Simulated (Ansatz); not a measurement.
# KF (Fm-3m): exact exchange against the cheap answer

The task here is to estimate one member of a computed series from the others.

Computed with Ansatz 0.2.0 (DFT at several levels, plane waves, PAW, unless a step's input says otherwise).

1 further run of the same task is left out (set aside as unsound or not needed). Runs told in other sessions of the task aren't counted.

### The starting structure

Symmetry: Fm-3m, No. 225, cubic system. Conventional cell: a = 5.347 Å, b = 5.347 Å, c = 5.347 Å, α = 90.00°, β = 90.00°, γ = 90.00°. Around K (site symmetry m-3m) lie 6 F at 2.67 Å. F (site symmetry m-3m) has 6 K at 2.67 Å in its first shell of neighbours.

As a file:

```
K F
1.0
     0.00000    2.67350    2.67350
     2.67350    0.00000    2.67350
     2.67350    2.67350    0.00000
K F
1 1
Direct
  0.00000 0.00000 0.00000
  0.50000 0.50000 0.50000
```

An earlier run on this cell at PBE gave 1.32 GPa at 19.109 Å³/atom (8×8×8 mesh), mesh gap 6.17 eV.

The cell stays fixed from here on.

Levels to run, all on a 4×4×4 mesh: PBE; PBE0 form (fraction 1/ε∞); PBE0 form (fraction 0.35); HSE06 form (fraction 0.5); B3LYP. Hardware: 4 threads of Arm Neoverse V1, shared host.

Set-up of the first run:

File input.yaml:

```yaml
crystal:
  lattice:
    - [0.0, 2.6734993184, 2.6734993184]
    - [2.6734993184, 0.0, 2.6734993184]
    - [2.6734993184, 2.6734993184, 0.0]
  atoms:
    - { symbol: K, position: [0.0, 0.0, 0.0] }
    - { symbol: F, position: [0.5, 0.5, 0.5] }
basis:
  ecutwfc: 420
  ecutrho_ratio: 4
kpoints:
  mp_grid: { grid: [4, 4, 4] }
hamiltonian:
  xc: pbe
scf:
  occupations: { method: gaussian, width: 0.05 }
output:
  forces: true
  stress: true
  eigenvalues: true
  populations: true
  write_density: true
  write_potential: true
  elf: true
  volumetric_format: npy
```

Command:

```
$ ansatz run input.yaml --threads 4 --pin off --max-ram 8192MiB --backend cpu --events-out ev --progress --plain --runs-dir out
```

Steps of the session up to this table: PBE; PBE0 form (fraction 1/ε∞); PBE0 form (fraction 0.35); HSE06 form (fraction 0.5); B3LYP.

One table of the session follows, with a row left open; its other results are not shown here.

It belongs to the step «The sweep». 

| level | gap on the mesh (eV) |
| --- | --- |
| PBE | 6.17 |
| PBE0 form (fraction 1/ε∞) | 11.86 |
| PBE0 form (fraction 0.35) | 10.08 |
| HSE06 form (fraction 0.5) | 10.25 |
| B3LYP | ? |

Q: Estimate the row for B3LYP from the others.

As computed: gap on the mesh (eV): 8.39. In the column «gap on the mesh (eV)» it lies between PBE (6.17) and PBE0 form (fraction 0.35) (10.08).

Against 6.17 eV at PBE, the runs with exact exchange give 8.39 (B3LYP) to 11.86 eV (PBE0 form (fraction 1/ε∞)). Gaps are over this coarse mesh alone, and total energies of different levels can't be compared. The program warned that the SCF threshold is loose for the stress of this hybrid run.

To keep in mind: Warnings in the runs' records: stress scf threshold loose, stress exchange threshold loose.
